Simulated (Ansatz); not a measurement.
# NaFe2O4: the cost of one run

All numbers below are computed with Ansatz 0.2.0 (DFT PBEsol, plane waves, PAW, scalar-relativistic, collinear spin).

**1. The system as given**

The cell holds 14 atoms (Fe4Na2O8): a = 5.950 Å, b = 6.087 Å, c = 5.920 Å, α = 76.75°, β = 75.53°, γ = 61.29°.

Coordinates:

```xyz
14
Lattice="-2.9346 -5.1761 0.0000 3.2022 -5.1761 0.0000 -0.0882 -1.6505 5.6846" Properties=species:S:1:pos:R:3 pbc="T T T"
Na    0.0228   -3.4133    2.8423
Fe    1.6011   -2.5880    0.0000
Fe    0.1338   -5.1761    0.0000
O     0.1249   -5.0663    4.6354
O    -1.4681   -7.7752    4.6343
O     0.0544   -6.9364    1.0492
O     1.6475   -4.2275    1.0503
Na    0.1566   -8.5894    2.8423
Fe   -1.4673   -2.5880    0.0000
Fe    0.0000    0.0000    0.0000
O     0.2587  -10.2424    4.6354
O     1.6003   -7.7752    4.6343
O    -0.0794   -1.7603    1.0492
O    -1.4209   -4.2275    1.0503
```

**2. Run 1**

120 steps of 1 fs at constant energy, with velocities drawn for 1400 K.

The input, input.yaml:

```yaml
accuracy: low
crystal:
  lattice:
    - [-2.934551, -5.17609, 0.0]
    - [3.202159, -5.17609, 0.0]
    - [-0.088219, -1.650522, 5.684596]
  atoms:
    - { symbol: Na, position: [0.25, 0.25, 0.5] }
    - { symbol: Fe, position: [0.0, 0.5, 0.0], spin: 2.5 }
    - { symbol: Fe, position: [0.5, 0.5, 0.0], spin: 2.5 }
    - { symbol: O, position: [0.342971, 0.375792, 0.815433] }
    - { symbol: O, position: [0.8756775, 0.3664955, 0.815241] }
    - { symbol: O, position: [0.657029, 0.624208, 0.184567] }
    - { symbol: O, position: [0.1243225, 0.6335045, 0.184759] }
    - { symbol: Na, position: [0.75, 0.75, 0.5] }
    - { symbol: Fe, position: [0.5, 0.0, 0.0], spin: 2.5 }
    - { symbol: Fe, position: [0.0, 0.0, 0.0], spin: 2.5 }
    - { symbol: O, position: [0.842971, 0.875792, 0.815433] }
    - { symbol: O, position: [0.3756775, 0.8664955, 0.815241] }
    - { symbol: O, position: [0.157029, 0.124208, 0.184567] }
    - { symbol: O, position: [0.6243225, 0.1335045, 0.184759] }
magnetization:
  spin_polarized: true
basis:
  ecutwfc: 420.0
kpoints:
  mp_grid: { grid: [2, 2, 2] }
hamiltonian:
  xc: pbesol
scf:
  occupations: { method: fermi_dirac, width: 0.05 }
  lower_state_search: "off"
md:
  timestep: 1
  n_steps: 120
  ensemble: nve
  temperature: 1400.0
  initial_velocities: maxwell_boltzmann
  seed: 964300
```

Started as:

```bash
$ ansatz run input.yaml --threads 2 --pin off --max-ram 5120MiB --backend cpu --events-out ev --progress --plain --runs-dir out
```

What time and memory should one allow on 2 threads of Intel Xeon 6975P-C (Granite Rapids), shared host?

About 19 min, with a peak of 0.69 GiB.
